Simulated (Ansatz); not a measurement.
This script makes an atomisation energy of CH4Cl2Si, SMILES ClC[SiH2]Cl with the Python package of Ansatz (0.2.0).

Contents of `ch4cl2si.xyz`:
```text
8

Cl   -1.60050    1.54210   -0.16130
C     0.00570    0.93720   -0.20320
Si   -0.04810   -0.85650    0.16100
Cl    1.97840   -1.57480    0.13300
H     0.59420    1.49790    0.51290
H     0.42140    1.16160   -1.19540
H    -0.51820   -1.14290    1.53840
H    -0.74070   -1.62160   -0.84110
```

Script `tae_ch4cl2si.py`:
```python
"""Energy to split CH4Cl2Si into its atoms."""

from collections import Counter
from dataclasses import dataclass

import ansatz as az


@dataclass(frozen=True)
class RunConfig:
    basis: str = "pcseg-2"
    xc: str = "HF"


opts = RunConfig()


def total_energy(molecule, charge=0, unpaired=0):
    calc = molecule.calculation().basis(gaussian=opts.basis).functional(opts.xc)
    if charge:
        calc = calc.charge(charge)
    if unpaired:
        calc = calc.spin("collinear", total=unpaired)
    report = calc.run(threads=1, backend="cpu").report
    if report["published_state_doubts"]:
        print("  doubts:", report["published_state_doubts"])
    return report["free_energy_ev"]


def main() -> None:
    system = az.Crystal.molecule_from_extxyz("ch4cl2si.xyz")

    # unpaired electrons of the ground-state atoms
    unpaired = {"Cl": 1, "C": 2, "Si": 2, "H": 1}
    counts = Counter(site.symbol for site in system.cartesian_sites)
    atom_energy = {s: total_energy(az.Crystal.molecule().atom(s, (0, 0, 0)), 0, unpaired[s]) for s in counts}
    whole = total_energy(system, 0, 0)
    for s, e in atom_energy.items():
        print(f"{s:2s} x{counts[s]}  {e:14.5f} eV")
    print(f"CH4Cl2Si: {whole:.5f} eV")
    split = sum(counts[s] * e for s, e in atom_energy.items()) - whole
    print(f"atomisation energy (no zero-point term): {23.060548 * split:.1f} kcal/mol, {split / sum(counts.values()):.3f} eV an atom")


if __name__ == "__main__":
    main()
```

What does it cost to take this molecule apart into atoms?

460.7 kcal/mol from the electronic energies, without the zero-point term.

What the script printed:

`python tae_ch4cl2si.py` gives:
```text
Cl x2    -12503.03809 eV
C  x1     -1025.57193 eV
Si x1     -7859.95751 eV
H  x4       -13.60238 eV
CH4Cl2Si: -33965.99445 eV
atomisation energy (no zero-point term): 460.7 kcal/mol, 2.497 eV an atom
```

Notes:
- Total energies depend on the basis set; only differences at equal settings carry meaning.
- The geometry is a force-field or estimated start, not a minimum of this method, and the basis set is short of its limit. All parts are taken at fixed geometry, without zero-point energy.
- Hartree-Fock leaves correlation out, so bond, atomisation and ionisation energies come out well too low.
- Timing: 3.6 s on 1 thread of Arm Neoverse V1 (shared host), peak memory 0.41 GiB.

(Lines on the test bed's own set-up are left out of the output.)
